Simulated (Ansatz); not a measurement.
# CH8N2O2Si: the cost of one run

Method: RKS B3LYP/def2-SVP, in Ansatz 0.2.0.

## Step 1: The system as given

Bond lengths: N1–C2 1.499 Å, C2–N3 1.460 Å, N3–Si4 1.619 Å, Si4–O5 1.590 Å, Si4–O6 1.671 Å, N1–H7 1.004 Å, N1–H8 1.037 Å, C2–H9 1.131 Å, C2–H10 1.108 Å, N3–H11 1.011 Å, Si4–H12 1.521 Å, O5–H13 1.009 Å, O6–H14 0.972 Å. Angles (14 of 20 angles, heavy atoms first): N1–C2–N3 105.4°, C2–N3–Si4 122.5°, N3–Si4–O5 110.0°, N3–Si4–O6 104.2°, O5–Si4–O6 108.8°, N1–C2–H9 109.8°, N1–C2–H10 109.0°, N3–C2–H9 114.3°, N3–C2–H10 112.5°, C2–N1–H7 102.9°, C2–N1–H8 105.5°, C2–N3–H11 104.1°, Si4–N3–H11 103.7°, N3–Si4–H12 110.9°.

Coordinates:

```xyz
14

N     1.5403   -1.7820    0.9069
C     0.6718   -0.5805    1.1317
N     0.0678   -0.2915   -0.1653
Si   -0.9991    0.9069   -0.3810
O    -0.2330    2.2851   -0.5879
O    -1.7833    0.5083   -1.8012
H     0.9254   -2.4177    0.4320
H     2.2531   -1.4824    0.2160
H     1.2905    0.2652    1.5566
H    -0.0823   -0.8198    1.9071
H     0.8496   -0.0237   -0.7478
H    -2.0087    0.9476    0.7563
H    -0.6506    2.9080   -1.2629
H    -1.8544   -0.4526   -1.9317
```

## Step 2: Relaxing end A

Contents of input.yaml:

```yaml
crystal:
  periodic: [false, false, false]
  atoms:
    - { symbol: "N", position_ang: [1.5403, -1.782, 0.9069] }
    - { symbol: C, position_ang: [0.6718, -0.5805, 1.1317] }
    - { symbol: "N", position_ang: [0.0678, -0.2915, -0.1653] }
    - { symbol: Si, position_ang: [-0.9991, 0.9069, -0.381] }
    - { symbol: O, position_ang: [-0.233, 2.2851, -0.5879] }
    - { symbol: O, position_ang: [-1.7833, 0.5083, -1.8012] }
    - { symbol: H, position_ang: [0.9254, -2.4177, 0.432] }
    - { symbol: H, position_ang: [2.2531, -1.4824, 0.216] }
    - { symbol: H, position_ang: [1.2905, 0.2652, 1.5566] }
    - { symbol: H, position_ang: [-0.0823, -0.8198, 1.9071] }
    - { symbol: H, position_ang: [0.8496, -0.0237, -0.7478] }
    - { symbol: H, position_ang: [-2.0087, 0.9476, 0.7563] }
    - { symbol: H, position_ang: [-0.6506, 2.908, -1.2629] }
    - { symbol: H, position_ang: [-1.8544, -0.4526, -1.9317] }
basis:
  gaussian: { orbitals: def2-SVP }
hamiltonian:
  xc: b3lyp
relax:
  f_tol: 0.015
  max_steps: 40
output:
  orbitals: {}
```

Launch:

```
$ ansatz run input.yaml --threads 2 --pin off --max-ram 3072MiB --backend cpu --events-out ev --progress --plain --runs-dir out
```

**Question.** How long does this run take on 2 threads of Arm Neoverse V1, shared host, and how much memory does it need?

About 53 s, with a peak of 0.32 GiB.
